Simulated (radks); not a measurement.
# Cu in [Ar] 3d10 4s1: an all-electron calculation

One table from this session's results is given with a row withheld; the runs are named, their logs left out.

The numbers are computed with radks (a radial shooting solver on a logarithmic mesh, Libxc functionals) version 1 (non-relativistic Kohn-Sham, TPSS, spin-polarised, spherical densities, point nucleus; open shells are filled with parallel spins first), except any that are marked as measured or tabulated.

## Starting point

| Property | Result |
| --- | --- |
| element | copper (Z = 29) |
| charge | 0 |
| electrons | 29 |
| configuration | [Ar] 3d10 4s1 |

The outer shells:

Cu
```
[Ar] core
3d [↑↓][↑↓][↑↓][↑↓][↑↓]
4s [↑ ]
```

Set-up of the first run:

The run's settings:

```text
Z 29
configuration [Ar] 3d10 4s1
relativity non-relativistic
functional tpss,tpss
spin polarised
nucleus point
```

Launch:

```
> python run_ks.py task.json out
```

This one command runs every case of the session in turn.

Steps of the session up to this table: Self-consistent calculation.

One of the session's tables, all rows but one given; the rest of the session is left out.

It belongs to the step «Radial structure». Sizes of the orbitals, from the radial functions (bohr):

```
  level      <r>  outermost maximum (interpolated)  90 % within  nodes
  1s up  0.05287                            0.0349       0.0941      0
1s down  0.05287                            0.0349       0.0941      0
2s down   0.2384                             0.199        0.368      1
  2s up   0.2384                             0.199        0.368      1
2p down   0.2078                             0.159        0.339      0
  2p up   0.2078                             0.159        0.339      0
3s down   0.7219                             0.621         1.08      2
  3s up   0.7223                             0.621         1.08      2
3p down   0.7540                             0.623         1.17      1
  3p up   0.7550                             0.623         1.17      1
  3d up    1.057                             0.602         1.94      0
3d down    1.023                             0.600         1.85      0
  4s up    2.945                              2.32         4.57      3
4s down        ?                                 ?            ?      ?
```

Estimate the missing values for 4s down.

The run gave: <r>: 3.080; outermost maximum (interpolated): 2.34; 90 % within: 4.86; nodes: 3. In the column «<r>» it is the highest.
